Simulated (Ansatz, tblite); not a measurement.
# C₃₈H₁₂F₆S₁₂: one state, many levels

One table from this session's results is given with a row withheld; the runs are named, their logs left out.

Program: Ansatz 0.2.0, Gaussian basis. Level of theory: as each input shows. These are calculated values, not measurements.

Levels to be run: GFN1-xTB, GFN2-xTB, PBE-D4/def2-TZVP, r2SCAN-D4/def2-TZVP, B3LYP-D4/def2-TZVP, PBE-D4/def2-SVP, PBE0-D4/def2-SVP, HF/6-31G, B3LYP-D4/6-31G, MP2/def2-SVP.

1 further run of the same task is left out (set aside as unsound or not needed).

### The relaxed structure

The geometry is that of the singlet, from an earlier relaxation (r2SCAN-D4/def2-SVP).

SMILES `FC(F)(F)c1cc2sc(-c3cc4sc(-c5cc6sc(-c7cc8sc(-c9cc%10sc(-c%11cc%12sc(C(F)(F)F)cc%12s%11)cc%10s9)cc8s7)cc6s5)cc4s3)cc2s1`, 68 atoms, charge 0, spin multiplicity 1.

Bond lengths: F1–C2 1.346 Å, C2–F3 1.343 Å, C2–F4 1.346 Å, C2–C5 1.491 Å, C5–C6 1.379 Å, C5–S56 1.746 Å, C6–C7 1.415 Å, C6–H57 1.090 Å, C7–S8 1.734 Å, C7–C55 1.404 Å, S8–C9 1.762 Å, C9–C10 1.438 Å, C9–C54 1.390 Å, C10–C11 1.391 Å, C10–S53 1.763 Å, C11–C12 1.410 Å, C11–H58 1.092 Å, C12–S13 1.734 Å and more. Angles: F1–C2–F3 107.9°, F1–C2–F4 106.4°, F1–C2–C5 112.0°, F3–C2–F4 107.5°, F3–C2–C5 110.5°, F4–C2–C5 112.3°, C2–C5–C6 126.4°, C2–C5–S56 120.0°, C6–C5–S56 113.6°, C5–C6–C7 110.7°, C5–C6–H57 123.0°, C7–C6–H57 126.3°, C6–C7–S8 135.2°, C6–C7–C55 114.0°, S8–C7–C55 110.8°, C7–S8–C9 91.3°, S8–C9–C10 119.7°, S8–C9–C54 112.0° and more.

PBE0-D4/def2-TZVP was run before; its log isn't repeated, and its numbers join the tables.

Set-up of the first run:

Tight binding, by tblite at 300 K electronic temperature and without a spin-polarisation term:

```python
tblite.interface.Calculator('GFN1-xTB', numbers, positions, charge=0, uhf=0).singlepoint()
```

Tight binding, by tblite at 300 K electronic temperature and without a spin-polarisation term:

```python
tblite.interface.Calculator('GFN2-xTB', numbers, positions, charge=0, uhf=0).singlepoint()
```

start.molden holds the orbitals of an earlier run on this state, given as this run's starting guess.

File in.yaml:

```yaml
crystal:
  periodic: [false, false, false]
  atoms:
    - {symbol: F, position_ang: [-19.338647, 1.282879, -1.579876]}
    - {symbol: C, position_ang: [-18.813149, 0.065692, -1.810536]}
    - {symbol: F, position_ang: [-19.365904, -0.794313, -0.940341]}
    - {symbol: F, position_ang: [-19.211870, -0.293748, -3.045095]}
    - {symbol: C, position_ang: [-17.328532, 0.064531, -1.673997]}
    - {symbol: C, position_ang: [-16.580746, -0.781195, -0.882790]}
    - {symbol: C, position_ang: [-15.200225, -0.503074, -1.018239]}
    - {symbol: S, position_ang: [-13.742951, -1.147652, -0.334401]}
    - {symbol: C, position_ang: [-12.760277, -0.005810, -1.248563]}
    - {symbol: C, position_ang: [-11.329094, -0.027036, -1.108524]}
    - {symbol: C, position_ang: [-10.550356, -0.880336, -0.333610]}
    - {symbol: C, position_ang: [-9.177233, -0.584115, -0.451871]}
    - {symbol: S, position_ang: [-7.719253, -1.236036, 0.224624]}
    - {symbol: C, position_ang: [-6.736664, -0.067544, -0.657142]}
    - {symbol: C, position_ang: [-5.308168, -0.083753, -0.513489]}
    - {symbol: C, position_ang: [-4.516957, -1.005820, 0.166005]}
    - {symbol: C, position_ang: [-3.147842, -0.680336, 0.081075]}
    - {symbol: S, position_ang: [-1.679811, -1.385301, 0.679066]}
    - {symbol: C, position_ang: [-0.713497, -0.114841, -0.070113]}
    - {symbol: C, position_ang: [0.714996, -0.123639, 0.070554]}
    - {symbol: C, position_ang: [1.522226, -1.085935, 0.671317]}
    - {symbol: C, position_ang: [2.885884, -0.731090, 0.614913]}
    - {symbol: S, position_ang: [4.366523, -1.455640, 1.156255]}
    - {symbol: C, position_ang: [5.309301, -0.108659, 0.519148]}
    - {symbol: C, position_ang: [6.737692, -0.098428, 0.663377]}
    - {symbol: C, position_ang: [7.562944, -1.075941, 1.211668]}
    - {symbol: C, position_ang: [8.919408, -0.691256, 1.176651]}
    - {symbol: S, position_ang: [10.413175, -1.416495, 1.673886]}
    - {symbol: C, position_ang: [11.328223, -0.014552, 1.126358]}
    - {symbol: C, position_ang: [12.761662, 0.033081, 1.259748]}
    - {symbol: C, position_ang: [13.624699, 0.984214, 0.726434]}
    - {symbol: C, position_ang: [14.967180, 0.715254, 1.070405]}
    - {symbol: S, position_ang: [16.486843, 1.483925, 0.742868]}
    - {symbol: C, position_ang: [17.326859, 0.257040, 1.659832]}
    - {symbol: C, position_ang: [18.811966, 0.303483, 1.780875]}
    - {symbol: F, position_ang: [19.241583, 1.488892, 2.251212]}
    - {symbol: F, position_ang: [19.425854, 0.118636, 0.596834]}
    - {symbol: F, position_ang: [19.246492, -0.653877, 2.615713]}
    - {symbol: C, position_ang: [16.492104, -0.700107, 2.195768]}
    - {symbol: C, position_ang: [15.144235, -0.434911, 1.857260]}
    - {symbol: S, position_ang: [13.620306, -1.191161, 2.189135]}
    - {symbol: C, position_ang: [10.502313, 0.962032, 0.577999]}
    - {symbol: C, position_ang: [9.148744, 0.573442, 0.606257]}
    - {symbol: S, position_ang: [7.655646, 1.301222, 0.107105]}
    - {symbol: C, position_ang: [4.500213, 0.851335, -0.082045]}
    - {symbol: C, position_ang: [3.138145, 0.495189, -0.024740]}
    - {symbol: S, position_ang: [1.659850, 1.223590, -0.563030]}
    - {symbol: C, position_ang: [-1.506103, 0.807932, -0.747244]}
    - {symbol: C, position_ang: [-2.874875, 0.484073, -0.658054]}
    - {symbol: S, position_ang: [-4.341477, 1.191112, -1.254492]}
    - {symbol: C, position_ang: [-7.516405, 0.786182, -1.432270]}
    - {symbol: C, position_ang: [-8.889611, 0.490162, -1.311756]}
    - {symbol: S, position_ang: [-10.346857, 1.144248, -1.985933]}
    - {symbol: C, position_ang: [-13.535665, 0.831702, -2.041697]}
    - {symbol: C, position_ang: [-14.912709, 0.544335, -1.907930]}
    - {symbol: S, position_ang: [-16.366408, 1.198668, -2.588803]}
    - {symbol: H, position_ang: [-17.024941, -1.547951, -0.247432]}
    - {symbol: H, position_ang: [-10.972302, -1.676129, 0.282897]}
    - {symbol: H, position_ang: [-4.927805, -1.872796, 0.686091]}
    - {symbol: H, position_ang: [1.125737, -1.998261, 1.119967]}
    - {symbol: H, position_ang: [7.184503, -2.018873, 1.609972]}
    - {symbol: H, position_ang: [13.286608, 1.816786, 0.108707]}
    - {symbol: H, position_ang: [16.853814, -1.535485, 2.795995]}
    - {symbol: H, position_ang: [10.876425, 1.911695, 0.194260]}
    - {symbol: H, position_ang: [4.894987, 1.760906, -0.537822]}
    - {symbol: H, position_ang: [-1.095017, 1.666637, -1.280578]}
    - {symbol: H, position_ang: [-7.093728, 1.574702, -2.057119]}
    - {symbol: H, position_ang: [-13.112062, 1.608487, -2.680719]}
basis:
  gaussian: {orbitals: def2-TZVP, fitting: {mean_field: def2-universal-jkfit}, initial_orbitals: start.molden}
hamiltonian: {xc: pbe, dispersion: d4}
scf: {omitted_lower_state_checks: [starts]}
output: {forces: true, orbitals: {seedname: orbitals}}
```

On the command line:

```console
$ ansatz run in.yaml --threads 11 --pin off --events-out ev --progress --plain --max-ram 166912MiB --backend cuda --devices 0, --max-vram 75GiB
```

Among the steps run: PBE-D4/def2-TZVP; r2SCAN-D4/def2-TZVP; B3LYP-D4/def2-TZVP; PBE-D4/def2-SVP; PBE0-D4/def2-SVP; HF/6-31G; B3LYP-D4/6-31G; MP2/def2-SVP.

One table of the session follows, with a row left open; its other results are not shown here.

It belongs to the step «Binding energy». 

```
              level  binding an atom (eV)
           HF/6-31G                 3.136
        HF/def2-SVP                     ?
    PBE-D4/def2-SVP                 5.649
   PBE-D4/def2-TZVP                 5.567
r2SCAN-D4/def2-TZVP                 5.331
     B3LYP-D4/6-31G                 4.907
 B3LYP-D4/def2-TZVP                 5.231
   PBE0-D4/def2-SVP                 5.464
  PBE0-D4/def2-TZVP                 5.391
       MP2/def2-SVP                 5.216
```

Estimate the missing values for HF/def2-SVP.

The run gave: binding an atom (eV): 3.663. In the column «binding an atom (eV)» it lies between HF/6-31G (3.136) and B3LYP-D4/6-31G (4.907).

Limits of these values: Free atoms were run apart at each level; binding is atoms less cluster, divided by the number of atoms, without zero-point or spin-orbit terms.
